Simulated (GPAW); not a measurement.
Crystal: HfO2.

```
CELL_PARAMETERS angstrom
0.00000 2.55750 2.55750
2.55750 0.00000 2.55750
2.55750 2.55750 0.00000
ATOMIC_POSITIONS crystal
Hf 0.00000 0.00000 0.00000
O 0.75000 0.75000 0.75000
O 0.25000 0.25000 0.25000
```

Measurements of this composition are mostly on another form, of space group No. 14.

Program: GPAW 26.7.0. Alike in all runs: task band structure; level PBEsol+U; potentials or basis PAW data sets generated in the run's folder for this functional, pw; no spin polarisation; cell as given; k mesh 9 × 9 × 9; cutoff (eV) 800; smearing fermi-dirac 0.05 eV.

Q: Order these runs on this cell by their pressure, lowest first.
A. U Hf d U = 1 eV
B. U Hf d U = 4 eV
C. U Hf d U = 3 eV
D. U Hf d U = 8 eV
E. U Hf d U = 6 eV

A: A (-7.7 GPa), C (-2.2 GPa), B (0.7 GPa), E (6.7 GPa), D (13.1 GPa).

Runs at the PBE level aren't shown here.
